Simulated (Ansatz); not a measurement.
Born–Oppenheimer molecular dynamics of a periodic cell of 28 atoms, LiCrSnO₄ (host LiCrSnO4, host structure Imma). It starts from an unrelaxed structure (largest force component 0.68 eV/Å).

Method: Ansatz 0.2.0, DFT PBEsol, scalar-relativistic, plane waves, PAW. Settings: accuracy low, cutoff 420 eV, k mesh 2x2x1, fermi-dirac smearing 0.05 eV, spin collinear.

| Item | Value |
| --- | --- |
| ensemble | NVE (velocity Verlet) |
| time step | 1 fs |
| steps asked | 220 |
| starting velocities drawn for | 1400 K |
| seed | 22078 |

Frames 5 fs apart, positions in Å, forces in eV/Å.

Velocities at 70 fs (Å/ps):

```
Li -0.83 8.16 3.29
Li 2.65 -15.68 -7.48
Cr -3.57 -1.17 4.73
Cr -1.03 1.02 2.98
Sn 0.41 -2.48 -3.49
Sn -0.05 0.97 0.93
O -1.49 5.33 14.12
O 3.48 -5.44 0.23
O 0.79 -6.17 -4.01
O 6.74 0.99 -4.29
O 2.84 -11.72 12.53
O 9.15 -1.56 1.15
O -0.68 -4.46 1.60
O 0.64 3.33 0.72
Li -5.98 -9.53 1.33
Li -15.08 0.90 14.13
Cr -0.54 2.02 -4.29
Cr -2.06 0.85 -0.23
Sn 0.97 1.61 -1.49
Sn -0.35 1.17 -3.59
O -1.09 -2.24 4.01
O -7.50 -0.33 -9.01
O 0.30 -3.28 0.45
O 1.29 3.17 6.38
O -1.98 -0.06 1.35
O -1.19 6.93 3.81
O 17.13 -3.60 5.12
O -3.93 7.86 7.28
```

```xyz
28
Lattice="6.0557 0.0000 0.0000 0.0000 6.3456 0.0000 0.0000 0.0000 8.7033" Properties=species:S:1:pos:R:3:forces:R:3 time_fs=70 energy_less_start_eV=2.794 T=600
Li 3.037 0.518 0.327 0.13 0.40 0.50
Li 0.099 2.011 3.698 -0.57 -0.05 -0.83
Cr 1.673 1.550 6.647 -0.06 0.04 -0.74
Cr 1.443 4.830 2.248 0.12 -0.09 -0.44
Sn -0.014 -0.094 -0.050 -1.25 1.53 -1.81
Sn -0.033 3.108 0.038 -0.54 -0.53 -0.26
O 0.077 0.288 6.527 0.44 0.00 0.86
O 2.868 6.052 2.320 1.24 0.41 -0.38
O 0.013 3.516 2.098 -0.59 -0.51 0.00
O 3.070 3.066 6.438 0.43 -1.35 -0.65
O 1.475 1.605 8.644 -0.70 -0.82 -0.68
O 1.629 4.812 4.238 -1.11 1.26 0.45
O 1.616 1.554 4.583 1.06 -0.14 0.46
O 1.286 4.734 0.075 0.95 -0.23 0.43
Li 0.102 5.072 5.560 -0.10 -0.58 -0.72
Li 2.755 4.299 7.719 0.79 0.28 0.26
Cr 4.507 4.727 2.192 -0.82 0.57 -1.01
Cr 4.690 1.676 6.388 0.05 -0.26 0.11
Sn 2.834 3.247 4.382 2.00 -1.41 0.46
Sn 3.171 0.038 4.387 -0.33 0.24 -0.51
O 2.905 3.514 2.392 0.09 0.31 -1.03
O 0.314 2.822 6.582 -1.72 1.19 0.66
O 3.288 0.272 6.508 -0.84 0.25 -1.17
O -0.125 6.255 1.888 0.03 -1.25 1.93
O 4.514 4.725 4.078 -0.46 0.68 1.46
O 4.585 1.498 8.277 1.21 0.56 1.29
O 4.508 4.699 0.074 0.83 -0.11 0.38
O 4.400 1.749 4.331 -0.27 -0.39 0.98
28
Lattice="6.0557 0.0000 0.0000 0.0000 6.3456 0.0000 0.0000 0.0000 8.7033" Properties=species:S:1:pos:R:3:forces:R:3 time_fs=75 energy_less_start_eV=2.529 T=676
Li 3.035 0.565 0.352 0.25 0.36 0.54
Li 0.102 1.932 3.646 -0.58 -0.07 -0.76
Cr 1.656 1.545 6.669 0.30 0.18 -1.02
Cr 1.438 4.834 2.262 0.02 -0.31 -0.52
Sn -0.013 -0.104 -0.069 -1.17 1.96 -0.23
Sn -0.033 3.112 0.042 -0.16 -1.11 -0.34
O 0.073 0.313 6.601 0.48 -0.63 -0.09
O 2.895 6.029 2.318 1.10 0.65 -0.57
O 0.013 3.482 2.079 -0.53 -0.11 0.30
O 3.105 3.062 6.413 -0.02 -1.09 0.02
O 1.483 1.542 8.700 -1.08 -0.09 -1.20
O 1.665 4.815 4.248 -1.63 1.52 0.46
O 1.620 1.531 4.594 0.87 0.04 0.39
O 1.297 4.749 0.082 0.76 -0.42 0.63
Li 0.071 5.016 5.555 -0.08 -0.32 -0.56
Li 2.696 4.306 7.791 1.32 -0.09 -0.38
Cr 4.502 4.739 2.169 -0.48 0.26 -0.14
Cr 4.679 1.680 6.387 -0.26 -0.12 0.45
Sn 2.841 3.253 4.375 1.99 -1.72 0.81
Sn 3.170 0.044 4.369 -0.22 0.29 -0.02
O 2.901 3.505 2.403 0.10 0.31 -1.41
O 0.265 2.829 6.544 -1.03 1.09 1.14
O 3.283 0.257 6.501 -0.82 0.41 -1.02
O -0.119 6.261 1.932 0.02 -1.38 0.93
O 4.501 4.730 4.095 -0.32 0.75 1.01
O 4.589 1.536 8.305 1.15 0.37 1.05
O 4.597 4.680 0.102 -0.13 0.08 0.04
O 4.380 1.784 4.373 0.15 -0.80 0.50
28
Lattice="6.0557 0.0000 0.0000 0.0000 6.3456 0.0000 0.0000 0.0000 8.7033" Properties=species:S:1:pos:R:3:forces:R:3 time_fs=80 energy_less_start_eV=2.379 T=719
Li 3.043 0.625 0.396 0.34 0.33 0.58
Li 0.086 1.850 3.568 -0.41 -0.10 -0.58
Cr 1.639 1.540 6.686 0.54 0.34 -1.28
Cr 1.433 4.838 2.273 0.00 -0.39 -0.62
Sn -0.015 -0.111 -0.088 -0.81 2.00 1.48
Sn -0.034 3.114 0.046 0.45 -1.58 -0.39
O 0.076 0.329 6.675 0.38 -0.83 -1.33
O 2.938 6.015 2.307 0.69 0.79 -0.66
O 0.004 3.447 2.064 -0.37 0.21 0.61
O 3.141 3.041 6.389 -0.44 -0.78 0.65
O 1.475 1.477 8.738 -1.17 0.50 -1.44
O 1.677 4.840 4.264 -1.57 1.15 0.31
O 1.637 1.508 4.611 0.38 0.33 0.15
O 1.318 4.757 0.099 0.38 -0.45 0.80
Li 0.036 4.948 5.530 -0.06 -0.19 -0.43
Li 2.683 4.311 7.850 1.64 -0.30 -0.80
Cr 4.496 4.751 2.145 -0.10 -0.06 0.77
Cr 4.668 1.683 6.388 -0.48 -0.08 0.82
Sn 2.852 3.256 4.370 1.60 -1.38 0.73
Sn 3.167 0.051 4.350 -0.17 0.26 0.37
O 2.897 3.501 2.394 0.09 0.25 -1.27
O 0.201 2.853 6.522 -0.25 0.84 1.39
O 3.266 0.249 6.480 -0.70 0.51 -0.64
O -0.112 6.246 1.990 0.00 -1.36 0.07
O 4.483 4.747 4.127 -0.22 0.65 0.47
O 4.609 1.580 8.349 0.83 0.03 0.70
O 4.685 4.663 0.130 -1.21 0.45 -0.31
O 4.361 1.807 4.423 0.64 -1.13 -0.14
28
Lattice="6.0557 0.0000 0.0000 0.0000 6.3456 0.0000 0.0000 0.0000 8.7033" Properties=species:S:1:pos:R:3:forces:R:3 time_fs=85 energy_less_start_eV=2.326 T=734
Li 3.061 0.697 0.460 0.29 0.33 0.57
Li 0.055 1.765 3.470 -0.21 -0.10 -0.37
Cr 1.625 1.537 6.697 0.70 0.40 -1.48
Cr 1.428 4.839 2.282 0.03 -0.40 -0.74
Sn -0.018 -0.114 -0.105 -0.34 1.62 2.92
Sn -0.034 3.112 0.049 1.24 -1.72 -0.38
O 0.085 0.333 6.728 0.16 -0.65 -2.59
O 2.991 6.013 2.287 0.07 0.89 -0.58
O -0.009 3.414 2.058 -0.18 0.41 0.83
O 3.170 3.008 6.374 -0.83 -0.40 1.10
O 1.450 1.420 8.755 -0.86 0.95 -1.40
O 1.666 4.881 4.284 -1.08 0.34 0.03
O 1.660 1.491 4.630 -0.16 0.68 -0.15
O 1.345 4.758 0.127 0.16 -0.46 0.71
Li 0.000 4.874 5.491 -0.02 -0.12 -0.30
Li 2.725 4.306 7.882 1.47 -0.25 -0.81
Cr 4.489 4.763 2.125 0.32 -0.42 1.45
Cr 4.654 1.686 6.394 -0.53 -0.19 1.11
Sn 2.866 3.256 4.366 1.01 -0.68 0.38
Sn 3.164 0.058 4.333 -0.21 0.19 0.64
O 2.896 3.500 2.365 0.10 0.18 -0.68
O 0.133 2.889 6.521 0.40 0.53 1.43
O 3.239 0.249 6.449 -0.49 0.55 -0.13
O -0.105 6.211 2.050 -0.02 -1.12 -0.48
O 4.461 4.772 4.166 -0.15 0.35 0.00
O 4.641 1.624 8.404 0.25 -0.52 0.32
O 4.755 4.653 0.154 -2.16 0.86 -0.59
O 4.353 1.814 4.471 1.02 -1.25 -0.80
28
Lattice="6.0557 0.0000 0.0000 0.0000 6.3456 0.0000 0.0000 0.0000 8.7033" Properties=species:S:1:pos:R:3:forces:R:3 time_fs=90 energy_less_start_eV=2.276 T=749
Li 3.090 0.780 0.544 0.07 0.37 0.49
Li 0.017 1.676 3.360 -0.06 -0.05 -0.14
Cr 1.615 1.535 6.701 0.78 0.33 -1.64
Cr 1.423 4.839 2.287 0.09 -0.45 -0.83
Sn -0.022 -0.114 -0.115 0.06 1.05 3.47
Sn -0.032 3.108 0.051 1.99 -1.27 -0.24
O 0.096 0.327 6.743 -0.12 -0.39 -3.11
O 3.045 6.024 2.258 -0.57 0.97 -0.31
O -0.026 3.388 2.065 -0.03 0.51 0.83
O 3.187 2.970 6.375 -1.14 0.06 1.25
O 1.412 1.377 8.751 -0.19 1.29 -1.12
O 1.639 4.928 4.305 -0.45 -0.46 -0.32
O 1.681 1.484 4.648 -0.55 1.03 -0.44
O 1.375 4.753 0.166 0.07 -0.46 0.38
Li -0.037 4.795 5.440 0.06 -0.03 -0.15
Li 2.817 4.292 7.887 0.93 -0.05 -0.52
Cr 4.483 4.773 2.111 0.69 -0.82 1.78
Cr 4.638 1.688 6.404 -0.37 -0.42 1.24
Sn 2.882 3.255 4.363 0.50 -0.10 0.07
Sn 3.161 0.065 4.316 -0.38 0.15 0.78
O 2.895 3.502 2.327 0.13 0.11 0.03
O 0.070 2.933 6.541 0.81 0.21 1.32
O 3.204 0.257 6.416 -0.24 0.51 0.40
O -0.098 6.160 2.103 -0.03 -0.64 -0.78
O 4.438 4.803 4.205 -0.09 -0.11 -0.36
O 4.677 1.660 8.463 -0.49 -1.23 -0.04
O 4.792 4.655 0.169 -2.63 0.99 -0.75
O 4.359 1.802 4.507 1.14 -1.08 -1.29
28
Lattice="6.0557 0.0000 0.0000 0.0000 6.3456 0.0000 0.0000 0.0000 8.7033" Properties=species:S:1:pos:R:3:forces:R:3 time_fs=95 energy_less_start_eV=2.135 T=789
Li 3.121 0.876 0.644 -0.20 0.40 0.31
Li -0.023 1.585 3.244 0.03 0.05 0.09
Cr 1.608 1.535 6.698 0.75 0.19 -1.75
Cr 1.419 4.836 2.288 0.20 -0.59 -0.83
Sn -0.026 -0.111 -0.119 0.31 0.53 2.80
Sn -0.025 3.101 0.053 2.36 -0.30 0.05
O 0.105 0.315 6.712 -0.41 -0.25 -2.38
O 3.091 6.050 2.224 -1.02 0.92 0.09
O -0.043 3.369 2.083 0.07 0.55 0.58
O 3.186 2.932 6.395 -1.29 0.48 1.05
O 1.372 1.353 8.730 0.57 1.54 -0.71
O 1.605 4.968 4.321 0.15 -0.98 -0.63
O 1.694 1.493 4.658 -0.68 1.23 -0.67
O 1.406 4.740 0.210 -0.15 -0.40 0.00
Li -0.072 4.716 5.385 0.18 0.08 0.03
Li 2.941 4.277 7.873 0.36 0.15 -0.21
Cr 4.481 4.779 2.106 0.85 -1.16 1.79
Cr 4.620 1.688 6.420 -0.06 -0.72 1.13
Sn 2.900 3.254 4.360 0.18 0.16 -0.04
Sn 3.157 0.073 4.302 -0.70 0.20 0.84
O 2.897 3.506 2.289 0.20 0.05 0.62
O 0.020 2.980 6.581 0.94 -0.13 1.08
O 3.165 0.272 6.389 0.03 0.41 0.80
O -0.092 6.099 2.144 -0.07 -0.01 -0.95
O 4.413 4.832 4.239 -0.02 -0.61 -0.62
O 4.706 1.677 8.522 -1.14 -1.82 -0.32
O 4.791 4.672 0.173 -2.42 0.67 -0.74
O 4.382 1.774 4.524 0.98 -0.67 -1.39
28
Lattice="6.0557 0.0000 0.0000 0.0000 6.3456 0.0000 0.0000 0.0000 8.7033" Properties=species:S:1:pos:R:3:forces:R:3 time_fs=100 energy_less_start_eV=1.947 T=843
Li 3.145 0.987 0.754 -0.39 0.42 0.08
Li -0.062 1.497 3.131 0.08 0.20 0.34
Cr 1.604 1.536 6.686 0.54 0.06 -1.80
Cr 1.416 4.831 2.286 0.38 -0.77 -0.71
Sn -0.029 -0.107 -0.117 0.40 0.10 1.53
Sn -0.014 3.093 0.055 2.15 0.59 0.39
O 0.108 0.299 6.647 -0.61 -0.12 -0.92
O 3.121 6.090 2.192 -1.15 0.62 0.55
O -0.059 3.358 2.111 0.12 0.53 0.16
O 3.167 2.901 6.430 -1.17 0.74 0.62
O 1.340 1.353 8.699 1.08 1.60 -0.33
O 1.573 4.994 4.328 0.63 -1.21 -0.84
O 1.696 1.520 4.659 -0.57 1.21 -0.80
O 1.435 4.722 0.255 -0.53 -0.25 -0.33
Li -0.100 4.639 5.331 0.31 0.19 0.20
Li 3.078 4.266 7.852 -0.14 0.29 -0.04
Cr 4.482 4.780 2.108 0.66 -1.28 1.54
Cr 4.602 1.684 6.441 0.26 -0.96 0.80
Sn 2.917 3.253 4.357 0.00 0.18 0.00
Sn 3.151 0.082 4.288 -1.09 0.33 0.86
O 2.901 3.511 2.260 0.26 -0.01 0.99
O -0.017 3.025 6.637 0.85 -0.45 0.67
O 3.127 0.294 6.374 0.29 0.25 0.93
O -0.087 6.037 2.171 -0.11 0.66 -1.07
O 4.388 4.852 4.263 0.09 -1.02 -0.76
O 4.718 1.668 8.576 -1.30 -1.89 -0.49
O 4.754 4.699 0.166 -1.63 0.15 -0.52
O 4.420 1.736 4.521 0.59 -0.17 -1.06
28
Lattice="6.0557 0.0000 0.0000 0.0000 6.3456 0.0000 0.0000 0.0000 8.7033" Properties=species:S:1:pos:R:3:forces:R:3 time_fs=105 energy_less_start_eV=1.866 T=866
Li 3.156 1.111 0.868 -0.50 0.43 -0.12
Li -0.099 1.416 3.030 0.10 0.39 0.57
Cr 1.603 1.538 6.667 0.15 0.01 -1.73
Cr 1.414 4.822 2.280 0.59 -0.89 -0.50
Sn -0.031 -0.103 -0.112 0.38 -0.23 0.47
Sn 0.001 3.086 0.057 1.45 0.96 0.79
O 0.103 0.282 6.568 -0.65 0.12 0.45
O 3.135 6.138 2.168 -1.02 0.08 0.98
O -0.073 3.356 2.140 0.16 0.46 -0.25
O 3.130 2.882 6.475 -0.77 0.79 0.11
O 1.323 1.376 8.662 1.19 1.32 -0.05
O 1.550 5.002 4.322 0.94 -1.21 -0.90
O 1.690 1.564 4.647 -0.33 0.92 -0.79
O 1.455 4.700 0.295 -0.87 -0.06 -0.60
Li -0.118 4.569 5.284 0.41 0.28 0.33
Li 3.210 4.266 7.829 -0.67 0.31 -0.09
Cr 4.486 4.776 2.118 0.19 -1.13 1.09
Cr 4.585 1.676 6.466 0.45 -1.04 0.40
Sn 2.935 3.252 4.354 -0.11 0.11 0.13
Sn 3.143 0.091 4.277 -1.36 0.46 0.86
O 2.910 3.515 2.246 0.29 -0.09 1.11
O -0.041 3.064 6.703 0.63 -0.71 0.03
O 3.094 0.319 6.372 0.50 0.05 0.74
O -0.084 5.986 2.182 -0.11 1.17 -1.13
O 4.364 4.857 4.276 0.22 -1.18 -0.79
O 4.711 1.631 8.623 -0.87 -1.36 -0.60
O 4.693 4.728 0.151 -0.45 -0.21 0.00
O 4.466 1.696 4.502 0.07 0.25 -0.51
```

Of the whole run (220 fs, mean temperature of the second half 719 K): The conserved energy stayed within 0.18 meV per atom of its start (net change 0.12 meV per atom), so the integration is sound. Over the second half the temperature averaged 0.51 of the 1400 K drawn at the start: a run that starts near a minimum puts about half its kinetic energy into the potential. A run of 0.22 ps of so small a system gives no equilibrium averages. No Hubbard correction was used and the magnetic state wasn't searched. Limits of this set-up: coarse k mesh, low accuracy level.

Run time: 25 min on 2 threads of Intel(R) Xeon(R) 6975P-C (Granite Rapids) (shared host), peak memory 1.2 GiB.
